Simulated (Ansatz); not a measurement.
HfTeSe:

```
Hf Te Se
1.0
     3.88401    0.00000    0.00000
    -1.94201    3.36365    0.00000
     0.00000    0.00000    6.76958
Hf Te Se
1 1 1
Direct
  0.00000 0.00000 0.98177
  0.66667 0.33333 0.25072
  0.33333 0.66667 0.76752
```

The cell comes from a database or a generator and needn't be the stable form of this composition.

| Item | Value |
| --- | --- |
| Program | Ansatz 0.2.0 |
| Task | relaxation of cell and atoms |
| Functional | PBE |
| Potentials or basis | Ansatz PAW |
| Cutoff | 420 eV (not typed: the program's choice for these potentials) |
| k mesh | 8 × 8 × 4 |
| Occupations | fermi-dirac, width 0.05 eV |
| Spin | no spin polarisation |

At the start: volume 29.48 Å³/atom.

How do energy, volume and symmetry change on relaxing?

It ends after 8 steps and the volume is 31.05 Å³/atom (+5.3 %); space group P3m1 (No. 156, to 0.05 Å).

Step by step:
```csv
step,energy change (eV),largest force (eV/Å),volume (Å³)
1,0.0000,0.2975,88.44
2,-0.0102,0.0154,88.96
3,-0.0125,0.0324,89.61
4,-0.0142,0.0242,91.02
5,-0.0147,0.0029,92.11
6,-0.0147,0.0059,92.93
7,-0.0147,0.0017,93.16
8,-0.0155,0.0016,93.16
```

Final structure:
```cif
data_structure
_symmetry_space_group_name_H-M 'P 1'
_symmetry_Int_Tables_number 1
_cell_length_a 3.8646
_cell_length_b 3.8646
_cell_length_c 7.2027
_cell_angle_alpha 90.000
_cell_angle_beta 90.000
_cell_angle_gamma 120.000
_cell_volume 93.16
loop_
_atom_site_label
_atom_site_type_symbol
_atom_site_fract_x
_atom_site_fract_y
_atom_site_fract_z
_atom_site_occupancy
Hf1 Hf 0.00000 0.00000 0.98238 1
Te1 Te 0.66667 0.33333 0.24136 1
Se1 Se 0.33333 0.66667 0.77626 1
```

Caveat: the plane-wave basis is chosen anew once the cell has moved, so the energies of steps on either side of that aren't comparable; this functional lacks dispersion, which binds the layers, so the pressure and a relaxed spacing across them are unreliable.
